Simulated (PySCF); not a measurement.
# A gas-phase reaction: CH5AlOS + H2 → CH5AlO + H2S

Wanted: the reaction energy for `[CH3][Al]([OH])[SH]` + `[H][H]` → `[CH3][AlH][OH]` + `S`.

Computed with PySCF 2.14.0; each step states its level. No surroundings beyond the atoms listed, unless a continuum is named. Atoms count from 0, parts from 1.

### 1 The system as given

Each species was relaxed by itself at PBE0-D3(BJ)/def2-SVPD.

### 2 Energies of the species: wB97M-D3(BJ)/def2-TZVPD

What the job is given:

```
{"job": {"kind": "react", "xc": "wB97M-D3(BJ)", "basis": "def2-TZVPD"}, "charge": 0, "multiplicity": 1}
-1 CH5AlOS charge 0 multiplicity 1
C      1.402820     0.018760     0.576600
Al    -0.402990    -0.084640    -0.132210
O     -1.325240     1.247140    -0.703960
S     -1.445770    -2.005430    -0.296490
H      1.596100    -0.782360     1.306450
H      1.608160     0.982760     1.066610
H      2.142520    -0.098520    -0.232240
H     -1.036570     2.158880    -0.728910
H     -2.538480    -1.436090    -0.856810

-1 H2 charge 0 multiplicity 1
H      0.380270     0.000800    -0.004910
H     -0.380270    -0.000800     0.004910

+1 CH5AlO charge 0 multiplicity 1
C      0.845180     0.945770    -0.054160
Al    -0.184210    -0.672930     0.259980
O     -1.720720    -0.752510    -0.518580
H      1.823410     0.952210     0.448640
H      0.284350     1.831350     0.287570
H      1.018260     1.090400    -1.133260
H      0.260520    -1.906100     1.157560
H     -2.328120    -1.488500    -0.448710

+1 H2S charge 0 multiplicity 1
S     -0.012140     0.615500    -0.000170
H     -0.978860    -0.326780     0.003860
H      0.970830    -0.309800    -0.004980
```

With the program's defaults for keys left out, this is: wB97M-D3(BJ)/def2-TZVPD reaction energy of separated species, gas phase.

Started as:

```console
> OMP_NUM_THREADS=1 python cluster_run.py task.json out
```

This one command runs all jobs of the session in turn.

**Question.** The jobs that follow are: PBE0-D3(BJ)/def2-TZVPD reaction energy of separated species, gas phase. Predict: reaction energy (wB97M-D3(BJ)/def2-TZVPD); ΔH, ΔG at 298 K (xTB thermal terms). Thermal terms come from harmonic xTB runs on each species.

The runs gave:

| quantity | value |
| --- | --- |
| reaction energy (wB97M-D3(BJ)/def2-TZVPD) | 22.07 kcal/mol |
| ΔH, ΔG at 298 K (xTB thermal terms) | +23.1, +21.6 kcal/mol |
| range of the reaction energy over the runs of this table | 22.07 to 23.43 kcal/mol |

What this shows: The reaction is endothermic by 23.1 kcal/mol in the gas phase; dispersion gives +0.71, and xTB itself gave 3.06 for the electronic energy (xTB energies and thermal terms come from the earlier relaxation of each species, not shown). No barrier was sought. xTB and this level differ widely in the electronic energy, so what comes from xTB (the thermal terms above all) is less safe here. The reaction energy runs from 22.07 (wB97M-D3(BJ)/def2-TZVPD) to 23.43 kcal/mol (PBE0-D3(BJ)/def2-TZVPD).
